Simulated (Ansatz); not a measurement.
Gd3InN, space group Pm-3m: a scan of the Hubbard U, run with Ansatz 0.2.0 through its Python package.

`plus_u_gd3inn.py`:
```python
"""DFT+U scan for Gd3InN."""

import warnings

import ansatz as az
import numpy as np


def count_gap(report):
    # lowest empty less highest filled band, counting bands; zero where they overlap
    return max(report.get("gap_by_band_count_ev") or 0.0, 0.0)

warnings.simplefilter("ignore", az.DeckWarning)

gd3inn = (
    az.Lattice.of([4.8627, 0.0, 0.0], [0.0, 4.8627, 0.0], [0.0, 0.0, 4.8627])
    .atom("Gd", [0.5, 0.5, 0.0])
    .atom("Gd", [0.0, 0.5, 0.5])
    .atom("Gd", [0.5, 0.0, 0.5])
    .atom("In", [0.0, 0.0, 0.0])
    .atom("N", [0.5, 0.5, 0.5])
    .moments(Gd=9.1)
)

calculation = (
    gd3inn.calculation()
    .functional("r2scan")
    .basis(600)
    .kpoints(5, 5, 5)
    .occupations("fermi_dirac")
    .spin("collinear")
    .band_table()
)
rows = []
for u in [0.0, 2.0, 4.0, 6.0]:
    data = calculation.hubbard("Gd", "f", u_eff=u).run(threads=1, pin="off").report
    shell = data["hubbard"]["n_scf"]
    rows.append((u, count_gap(data), sum(shell) / len(shell), max(abs(m) for m in data["site_moments_mub"]), data["n_iterations"]))
print("      U_eff eV  gap by band count eV  Gd f occupation (projector)  largest moment muB      iterations")
for row in rows:
    print(f"{str(row[0]):>14s}  {row[1]:20.3f}  {row[2]:27.4f}  {row[3]:18.3f}  {row[4]:14d}")
print("eigenvalues of the first occupation matrix at the last U, by spin:")
for channel in data["hubbard"]["n_eig"][0]:
    print("  ", " ".join(f"{n:.3f}" for n in channel))
```

What does raising U do here?

From U = 0 to 6 eV the largest site moment goes from 7.01 to 7.04 μB.

The output:

```console
$ python plus_u_gd3inn.py
      U_eff eV  gap by band count eV  Gd f occupation (projector)  largest moment muB      iterations
           0.0                 0.000                       7.0422               7.010              16
           2.0                 0.000                       7.0263               7.028              16
           4.0                 0.000                       7.0178               7.037              16
           6.0                 0.000                       7.0126               7.042              15
eigenvalues of the first occupation matrix at the last U, by spin:
   0.998 0.999 0.999 0.999 0.999 1.000 1.000
   0.000 0.001 0.001 0.001 0.004 0.004 0.007
```

What to keep in mind:
- Open f shells: with a Hubbard U, without spin-orbit coupling; the state reached hangs on the start and needn't be the lowest.
- The mesh is modest for a metal, so energies can be off by several to tens of meV an atom and pressures by half a GPa or more; differences at equal mesh fare better.
- A gap by band count of zero or less means overlapping bands, a metal.
- r2SCAN tends to overestimate the moments of itinerant magnets.
- The starting cell is as deposited in a crystallographic database; the results hold for this polymorph, which needn't be the stable one.
- Levels are Kohn-Sham eigenvalues on this mesh, without spin-orbit coupling.
- Shell occupations and the effect of U depend on the projectors; a run with no .spin step is spin-unpolarised, and each U may end in a state that isn't the lowest.
- The script silences the warnings on its input, which a real study should read.
- Timing: 2.6 min on 1 thread of Intel(R) Xeon(R) Platinum 8259CL CPU @ 2.50GHz (Skylake/Cascade Lake) (shared host), peak memory 1 GiB.
